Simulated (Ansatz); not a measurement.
Below is the output of a Python script on Ansatz 0.2.0, Python API that makes a ladder of methods at one geometry of BrClF₂Si, SMILES F[Si](F)(Cl)Br. Write a script that gives it. Level of theory (for the species named): Hartree-Fock, def2-SVP basis, multiplicity 1. The script varies functional: hf, r2scan, pbe, cam_b3lyp, pbe0.

The script reads `brclf2si.xyz`:
```text
5

F     1.37590   -1.05390    0.13630
Si    0.01350   -0.09090    0.08420
F    -0.72250   -0.10780    1.50870
Cl   -1.20640   -0.79840   -1.32700
Br    0.58940    1.97750   -0.44360
```

```console
$ python brclf2si_methods.py
functional    E (Ha)        dipole (D)   HOMO (eV)  LUMO (eV)
hf           -3519.231663     0.984     -12.357      3.588
r2scan       -3522.906089     0.747      -8.235     -1.221
pbe          -3522.134373     0.764      -7.764     -1.503
cam_b3lyp    -3523.142209     0.845     -10.454      0.676
pbe0         -3522.287429     0.845      -9.211     -0.546
```

One script that gives this output:

The script, `brclf2si_methods.py`:
```python
"""One geometry of BrClF2Si, method by method."""

from pathlib import Path
import warnings

import ansatz as az
import numpy as np


def main() -> None:
    warnings.simplefilter("ignore", az.DeckWarning)

    geometry = az.Crystal.molecule_from_extxyz("brclf2si.xyz")

    calc = geometry.calculation().basis(gaussian="def2-SVP")

    print("functional    E (Ha)        dipole (D)   HOMO (eV)  LUMO (eV)")
    for name in ["hf", "r2scan", "pbe", "cam_b3lyp", "pbe0"]:
        summary = calc.functional(name).forces().orbitals().run(threads=1, pin="off", runs_dir="runs").report
        lines = Path(summary["orbitals_path"]).read_text().splitlines()
        field_of = lambda key: [line.split("=")[1].strip() for line in lines if line.startswith(key)]
        orbitals = [(27.211386 * float(e), s, float(n)) for e, s, n in zip(field_of("Ene="), field_of("Spin="), field_of("Occup="))]
        homo = max(e for e, _, n in orbitals if n > 0.5)
        lumo = min(e for e, _, n in orbitals if n < 0.5)
        dipole = 4.803205 * np.linalg.norm(summary["charge_distribution"]["dipole_moment_e_ang"])
        print(f"{name:10s} {summary['free_energy_ev'] / 27.211386246:14.6f} {dipole:9.3f} {homo:11.3f} {lumo:10.3f}")


if __name__ == "__main__":
    main()
```

Notes:
- Total energies depend on the basis set; only differences at equal settings carry meaning.
- The geometry is a force-field or estimated start, not a minimum of this method, and the basis set is short of its limit. A lower total doesn't mark the better method: functionals have no common bound, and MP2 and coupled cluster aren't variational.
- Levels such as HOMO and LUMO are orbital energies: with these approximate functionals they aren't the ionisation energy and electron affinity, and their gap isn't the fundamental gap.
- Timing: 20 s on 1 thread of Arm Neoverse V1, on a shared host, peak memory 0.32 GiB.

(Lines on the test bed's own set-up are left out of the output.)
